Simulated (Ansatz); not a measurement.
# CsBa3 (Fm-3m) in Ansatz: settings compared

One crystal, CsBa3, is run at these levels: PBE, PBEsol; tasks: relaxation of the atoms, band structure.

Everything below comes from runs of Ansatz 0.2.0. Logs are shortened: lines on timing, memory, paths and dates and some standing lists are left out, and cuts for length are marked.

**1. The structure**

It takes space group Fm-3m (No. 225, cubic). Conventional cell: a = 10.443 Å, b = 10.443 Å, c = 10.443 Å, α = 90.00°, β = 90.00°, γ = 90.00°.

The cell comes from a database or a generator and needn't be the stable form of this composition.

**2. Relaxation of the atoms, PBE, 65.59 Å³/atom**

File input.yaml:

```yaml
crystal:
  lattice:
    - [0.0, 5.01243264, 5.221284]
    - [5.01243264, 0.0, 5.221284]
    - [5.01243264, 5.01243264, 0.0]
  atoms:
    - { symbol: Ba, position: [0.5, 0.5, 0.5] }
    - { symbol: Ba, position: [0.75, 0.75, 0.75] }
    - { symbol: Ba, position: [0.25, 0.25, 0.25] }
    - { symbol: Cs, position: [0.0, 0.0, 0.0] }
hamiltonian:
  xc: pbe
  pseudopotentials: { kind: paw }
kpoints:
  mp_grid: { grid: [4, 4, 4] }
scf:
  occupations: { method: fermi_dirac, width: 0.05 }
output:
  forces: true
  stress: true
  eigenvalues: true
  write_density: true
  write_potential: true
  elf: true
  volumetric_format: npy
relax:
  f_tol: 0.01
  max_steps: 40
```

Potentials or basis: Ansatz PAW.

Started as:

```console
$ ansatz run input.yaml --threads 2 --pin off --max-ram 5632MiB --backend cpu --events-out ev --progress --plain --runs-dir out
```

The log of the run:

```text
Warning: output.stress: scf.convergence.dr2_threshold = 1e-7 eV (the SCF's general default) is looser than the 4e-10 eV advised for a printed stress (1e-10 eV for each atom of the cell: 4). What an SCF threshold leaves in a stress goes as its square root, and in the free energy as the threshold itself, and one threshold admits the most on a small cell: of the crystals measured, under no hybrid functional and no lock of the moments, on runs that ended without the residual-converged pass, on stresses that held no estimate of that error, the worst erred by over 100 MPa in a component at 1e-7 eV an atom and by under 5 at 1e-10. Every solve of this run answers to scf.convergence.dr2_threshold, and the tensor of one is reported: a single SCF on the reported geometry and on this run's grids (its basis.xc_grid and basis.ecutrho_ratio typed), with scf.convergence.dr2_threshold at 4e-10 eV or tighter, prints it and tightens no other solve. Else set scf.convergence.dr2_threshold to 4e-10 eV or tighter. The threshold is an SCF's pass mark: one that does not reach it within its budget of iterations ends unconverged, or closes short of it on a stop that the run arms, and scf.convergence.dr2_threshold's page says what that costs each kind of run
Warning: RAYON_NUM_THREADS=2 ignored (pool sized by the plan → 2); use --threads N
Engine: ansatz 0.2.0, aarch64-unknown-linux-gnu
Pseudopotentials: kind: paw
Pseudopotential: Ba, paw, valence charge 10, recommended cutoff 420 eV (normal), Ba.paw.azcp
Pseudopotential: Cs, paw, valence charge 9, recommended cutoff 420 eV (normal), Cs.paw.azcp
Functional definition: PBE
  parameter kappa = 0.804
  parameter beta = 0.06672455060314922
  exchange = pbe_x(kappa = kappa, mu = beta*pi^2/3)
  correlation = pbe_c(beta = beta)
Crystal: 4 atoms, lattice volume = 262.364 Å³
Basis set: ecut = 420 eV, 5093 PW (Γ), exchange–correlation on 100×100×96 points (8 copies of the dense FFT grid, shifted against one another)
Bands: 24, of which v1, the nominal top of the filled ones, is band 20 counted from 1 (19 counted from 0)
Symmetry: 16 space group operations
Space group: I4/mmm (ITA 139), of the structure as read, at distance tolerance 6.4e-5 Å
k-points: 13 of 64
Non-local potential: Ba, projectors of the file, l = 0: 3, l = 1: 2, l = 2: 2, l = 3: 2
Non-local potential: Cs, projectors of the file, l = 0: 3, l = 1: 2, l = 2: 2, l = 3: 2
PAW form: soft (Blöchl's): semilocal exchange-correlation on the pseudo side does not see the compensation charge
PAW one-centre angular grid: Ba, 194 points (default); XC on 64 Gauss nodes
PAW one-centre angular grid: Cs, 194 points (default); XC on 64 Gauss nodes
Initial density: superposition of atomic densities (neutral atoms: chi_scale 0, normalization atom), corrected by the library's trained network
Initial wavefunctions: pseudopotential atomic-orbital guess
Functional: x = pbe(κ = 0.804, μ = 0.2195149727645171), c = pbe(β = 0.06672455060314922)
SCF iter   1: F=—  HF=-23518.739749 eV  |F-HF|=—  |Δ(HF+E_count)|=         —  Δρ=9.01e-4  dr2=4.08e-3  ethr=1.77e-3  ⟨swp⟩=9.2  Hψ=1807  notcnv=0
preconditioner: auto → Kerker (q_TF=auto, 1.986 Å⁻¹)  [metal: Δε(μ)=0.005 eV  Ē_g=1.273 eV  σ=0.050 eV  W_gap=0.02  n_scr=26 (ndim 8)  ℏωp=6.1 eV  f_vac=0.000  D(μ)=8.30/eV (n_scr^D=58)]
SCF iter   2: F=—  HF=-23518.740055 eV  |F-HF|=—  |Δ(HF+E_count)|=   3.07e-4  Δρ=6.45e-4  dr2=2.54e-3  ethr=1.05e-5  ⟨swp⟩=2.5  Hψ=712  notcnv=0
SCF iter   3: F=—  HF=-23518.739652 eV  |F-HF|=—  |Δ(HF+E_count)|=   4.03e-4  Δρ=2.11e-4  dr2=1.79e-4  ethr=6.52e-6  ⟨swp⟩=2.9  Hψ=553  notcnv=0
SCF iter   4: F=—  HF=-23518.739616 eV  |F-HF|=—  |Δ(HF+E_count)|=   3.67e-5  Δρ=6.63e-5  dr2=4.25e-5  ethr=4.60e-7  ⟨swp⟩=1.8  Hψ=343  notcnv=0
SCF iter   5: F=—  HF=-23518.739538 eV  |F-HF|=—  |Δ(HF+E_count)|=   7.74e-5  Δρ=2.67e-5  dr2=2.88e-6  ethr=1.09e-7  ⟨swp⟩=2.0  Hψ=396  notcnv=0
SCF iter   6: F=—  HF=-23518.739538 eV  |F-HF|=—  |Δ(HF+E_count)|=   2.97e-7  Δρ=9.47e-6  dr2=5.95e-7  ethr=7.39e-9  ⟨swp⟩=2.0  Hψ=365  notcnv=0
SCF iter   7: F=-23518.739538 eV  HF=-23518.739538 eV  |F-HF|=3.21e-8  |Δ(HF+E_count)|=   1.84e-7  Δρ=2.92e-6  dr2=4.42e-8  ethr=2.56e-10  ⟨swp⟩=11.1  Hψ=2744  notcnv=0
SCF 1 converged in 7 iterations: F = -23518.739538 eV  dr2 = 4.42e-8
relax step   1: F+E_penalty+E_count = -23518.73953769 eV  Δ(F+E_penalty+E_count) = +0.000e0 eV  max|allowed force component| = 2.602e-18 eV/Å  Δτ_max = 0.0000 Å  (7 SCF iters, accepted)
SCF converged after 7 iterations
Free energy (F): -23518.739538 eV
Harris-Foulkes:  -23518.739538 eV  (|F-HF|=3.21e-8)
Internal energy: -23518.674713 eV  (E = F + TS)
E sigma→0 (E₀):  -23518.707126 eV
Entropy (-TS):   -0.064824 eV (-16.206 meV/atom)
Fermi energy:    5.395370 eV
--- Per-component energies (eV) ---
  E_band       = -327.848299
  E_kinetic    = 640.907050
  E_local      = -1446.481854  (includes V_loc(G=0)·N_el)
  E_nonlocal   = 201.765632
  E_hartree    = 465.002121
  E_xc         = -672.799306
  E_vxc        = -525.858304  (∫ρ·V_xc dr)
  E_paw        = -20744.313704  (= ΣΔE_a)
  E_vpaw       = -128.183702  (= ΣTr[D̂ρ^β])
  E_aug_tail   = -0.000007  (compensation charges beyond the density's cutoff)
  E_ewald      = -1962.754647
  E_smearing   = -0.064824  (= −TS)
  E_closure    = 0.000000  (closes the sum)
  Σ components = -23518.739538   (vs F -23518.739538, Δ=0.00e0)
--- Forces (eV/Å), atoms counted from 1 ---
  atom   1  Ba     0.00000000    -0.00000000    -0.00000000
  atom   2  Ba    -0.00000000     0.00000000     0.00000000
  atom   3  Ba    -0.00000000     0.00000000     0.00000000
  atom   4  Cs    -0.00000000     0.00000000    -0.00000000
  max |Σ_I F_I| component: 1.04e-17 eV/Å
--- Stress (GPa, compression-positive) ---
        0.505162       0.000000       0.000000
        0.000000       0.505162       0.000000
        0.000000       0.000000       0.524032
  P = ⅓ Tr σ = 0.5115 GPa (5.115 kbar)
--- Band table (eV; the first three rows and the last of 13) ---
  k-point 0: bands = ["-23.6905", "-23.6796", "-23.5518", "-17.3859", "-8.9076", "-8.8912", "-8.8912", "-8.8871", "-8.8871", "-8.8786", "-8.6826", "-8.6826", "-8.6691", "-4.2801", "-4.2801", "-4.2783", "2.8744", "5.0045", "5.0768", "5.9897", "6.0110", "6.0954", "6.0954", "6.1181"]
  k-point 1: bands = ["-23.6881", "-23.6806", "-23.5531", "-17.3861", "-8.9278", "-8.9210", "-8.9174", "-8.8693", "-8.8667", "-8.8418", "-8.6922", "-8.6769", "-8.6653", "-4.2843", "-4.2792", "-4.2777", "3.2931", "5.2558", "5.3263", "5.5363", "5.6627", "6.0169", "6.0310", "6.0842"]
  k-point 2: bands = ["-23.6841", "-23.6832", "-23.5545", "-17.3863", "-8.9362", "-8.9299", "-8.9088", "-8.8629", "-8.8604", "-8.8601", "-8.6915", "-8.6711", "-8.6588", "-4.2880", "-4.2784", "-4.2768", "4.2109", "4.4522", "5.7385", "5.8011", "5.8056", "5.8330", "5.9155", "6.1827"]
  k-point 12: bands = ["-23.6852", "-23.6811", "-23.5555", "-17.3864", "-8.9796", "-8.9796", "-8.8930", "-8.8259", "-8.8188", "-8.8188", "-8.7377", "-8.6623", "-8.6623", "-4.2925", "-4.2725", "-4.2725", "4.5293", "4.5676", "4.6590", "4.9362", "6.0057", "6.0542", "6.0542", "6.4679"]
--- Relaxed structure (1 steps of the walk, 1 accepted, 0 SCFs on fresh bases) ---
  F+E_penalty+E_count = -23518.73953769 eV   max|allowed force component| = 2.602e-18 eV/Å
  atoms:
    - { symbol: Ba, position: [0.5, 0.5, 0.5] }
    - { symbol: Ba, position: [0.75, 0.75, 0.75] }
    - { symbol: Ba, position: [0.25, 0.25, 0.25] }
    - { symbol: Cs, position: [0.0, 0.0, 0.0] }
```

Run time: 3.4 s. Hardware: 2 threads of Arm Neoverse V2, shared host; peak memory 0.52 GiB.

Results:

| Item | Value |
| --- | --- |
| Free energy | -23518.7395 eV |
| Pressure after relaxing | 0.5 GPa |
| Band gap on the k mesh | none (metal or under the smearing width) |

Caveat: the relaxation stopped at its first step, so nothing moved; the thresholds are loose for stress.

**3. Relaxation of the atoms, PBE, 68.35 Å³/atom**

input.yaml, as its differences from that of step 2:

```diff
@@ -2,5 +2,5 @@
   lattice:
-    - [0.0, 5.01243264, 5.221284]
-    - [5.01243264, 0.0, 5.221284]
-    - [5.01243264, 5.01243264, 0.0]
+    - [0.0, 5.11685832, 5.221284]
+    - [5.11685832, 0.0, 5.221284]
+    - [5.11685832, 5.11685832, 0.0]
   atoms:
@@ -21,6 +21,2 @@
   eigenvalues: true
-  write_density: true
-  write_potential: true
-  elf: true
-  volumetric_format: npy
 relax:
```

Potentials or basis: Ansatz PAW.

Started as:

```console
$ ansatz run input.yaml --threads 2 --pin off --max-ram 5632MiB --backend cpu --events-out ev --progress --plain --runs-dir out
```

It took 3.4 s on 2 threads of Arm Neoverse V2, shared host; peak memory 0.52 GiB.

The run converged. Its results:

| Property | Result |
| --- | --- |
| Free energy | -23518.7658 eV |
| Pressure after relaxing | 0.3 GPa |
| Band gap on the k mesh | none (metal or under the smearing width) |

Caveat: the relaxation stopped at its first step, so nothing moved; the thresholds are loose for stress.

**4. Band structure, PBEsol**

File input.yaml:

```yaml
crystal:
  lattice:
    - [0.0, 5.221284, 5.221284]
    - [5.221284, 0.0, 5.221284]
    - [5.221284, 5.221284, 0.0]
  atoms:
    - { symbol: Ba, position: [0.5, 0.5, 0.5] }
    - { symbol: Ba, position: [0.75, 0.75, 0.75] }
    - { symbol: Ba, position: [0.25, 0.25, 0.25] }
    - { symbol: Cs, position: [0.0, 0.0, 0.0] }
hamiltonian:
  xc: pbesol
  pseudopotentials: { kind: paw }
kpoints:
  mp_grid: { grid: [5, 5, 5] }
  band_path:
    path:
      - [[0.0, 0.0, 0.0], [0.5, 0.0, 0.5], [0.5, 0.25, 0.75], [0.375, 0.375, 0.75], [0.0, 0.0, 0.0], [0.5, 0.5, 0.5], [0.625, 0.25, 0.625], [0.5, 0.25, 0.75], [0.5, 0.5, 0.5], [0.375, 0.375, 0.75]]
      - [[0.625, 0.25, 0.625], [0.5, 0.0, 0.5]]
    npoints: 14
scf:
  occupations: { method: fermi_dirac, width: 0.05 }
  n_extra_bands: 10
output:
  forces: true
  stress: true
  eigenvalues: true
  fatbands: true
```

Started as:

```console
$ ansatz run input.yaml --threads 2 --pin off --max-ram 5632MiB --backend cpu --events-out ev --progress --plain --runs-dir out
```

Wall time 33 s (2 threads of Arm Neoverse V2, shared host); peak memory 0.88 GiB.

It converged, with:

```yaml
Free_energy: -23172.9691 eV
Pressure: -0.5 GPa
Band_gap_on_the_k_mesh: none (metal or under the smearing width)
```

Levels at the corners of the path, in eV from the Fermi level:
| point | band 17 | band 18 | band 19 | band 20 | band 21 | band 22 | band 23 | band 24 |
| --- | --- | --- | --- | --- | --- | --- | --- | --- |
| Γ | -2.52 | -0.27 | -0.27 | 0.58 | 0.58 | 0.58 | 0.59 | 0.59 |
| X | -0.89 | -0.85 | -0.75 | -0.45 | 0.66 | 0.76 | 0.76 | 1.11 |
| W | -0.83 | -0.73 | -0.73 | -0.38 | 0.66 | 0.66 | 0.88 | 0.89 |
| K | -0.97 | -0.74 | -0.66 | -0.32 | 0.54 | 0.83 | 0.86 | 0.91 |
| Γ | -2.52 | -0.27 | -0.27 | 0.58 | 0.58 | 0.58 | 0.59 | 0.59 |
| L | -1.28 | -1.04 | 0.34 | 0.34 | 0.35 | 0.43 | 0.43 | 0.77 |
| U | -0.97 | -0.74 | -0.66 | -0.32 | 0.54 | 0.83 | 0.86 | 0.91 |
| W | -0.83 | -0.73 | -0.73 | -0.38 | 0.66 | 0.66 | 0.88 | 0.89 |
| L | -1.28 | -1.04 | 0.34 | 0.34 | 0.35 | 0.43 | 0.43 | 0.77 |
| K | -0.97 | -0.74 | -0.66 | -0.32 | 0.54 | 0.83 | 0.86 | 0.91 |
| U | -0.97 | -0.74 | -0.66 | -0.32 | 0.54 | 0.83 | 0.86 | 0.91 |
| X | -0.89 | -0.85 | -0.75 | -0.45 | 0.66 | 0.76 | 0.76 | 1.11 |

Caveat: spin-orbit coupling is left out, which moves the levels of the heavy elements; the PAW data sets come from PBE, with cores solved anew for the run's functional, which leaves a small shift of forces and pressure.
